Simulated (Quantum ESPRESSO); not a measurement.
The system is SiF.

```xyz
2
Lattice="1.3386 0.7728 3.8983 -1.3386 0.7728 3.8983 0.0000 -1.5457 3.8983" Properties=species:S:1:pos:R:3 pbc="T T T"
Si    0.0000    0.0000    5.8475
F     0.0000    0.0000    0.0000
```

The cell was built by a generator and needn't be a form met in nature.

- Program: Quantum ESPRESSO 7.5
- Task: phonons
- Functional: LDA
- Potentials or basis: GBRV 1.5 LDA
- Cutoff: 612 eV
- Density cutoff: 4898 eV
- k mesh: 8 × 8 × 8, shifted
- Occupations: fermi-dirac, width 0.05 eV
- Spin: no spin polarisation
- Form of the LDA correlation: PZ81
- Mixing beta: 0.5
- Most SCF iterations: 120
- SCF threshold: 4e-10 Ry

The cell and the atoms were relaxed first, to 11.25 Å³/atom (a = 4.096 Å, b = 4.096 Å, c = 4.096 Å, α = 37.19°, β = 37.19°, γ = 37.19°), and the response was taken there.

**Question.** Which optical modes does the crystal have at the zone centre, and which show in infrared and Raman spectra?

**Answer.** The optical modes are A2u + Eu. Infrared active: A2u + Eu. None is Raman active.

Optical modes at Γ, degenerate ones joined:
```
cm⁻¹  components  symmetry  active in
243i           1       A2u         IR
210i           2        Eu         IR
```

Caveat: the k mesh is coarse; some modes are imaginary; an odd number of electrons without spin polarisation forces a metal; a magnetic or distorted state may lie lower.
